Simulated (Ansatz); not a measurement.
Crystal: AgRh.

```xyz
2
Lattice="2.7776 0.0000 0.0000 -1.3888 2.4055 0.0000 0.0000 0.0000 4.8086" Properties=species:S:1:pos:R:3 pbc="T T T"
Ag    0.0000    0.0000    2.4043
Rh    1.3888    0.8018    0.0000
```

The cell comes from a database or a generator and needn't be the stable form of this composition.

Program: Ansatz 0.2.0. Alike in all runs: potentials or basis Ansatz PAW; no spin polarisation; cell as given; k mesh 6 × 6 × 3; smearing fermi-dirac 0.05 eV; the mesh is coarse, so values aren't converged.

Task: Order these runs on this cell by their pressure, lowest first.
A. level PBEsol0; cutoff (eV) 420
B. level r2SCAN0; cutoff (eV) 500
C. level HF; cutoff (eV) 420
D. level B3LYP; cutoff (eV) 420
E. level HSE03; cutoff (eV) 420; points for each segment of the path 4

Result: A (-12.6 GPa), B (-9.1 GPa), E (-6.2 GPa), D (1.8 GPa), C (3.6 GPa).

Caveats: all runs use coarse meshes; the PAW data sets come from PBE, with cores solved anew for the run's functional, which leaves a small shift of forces and pressure; the thresholds are loose for stress.
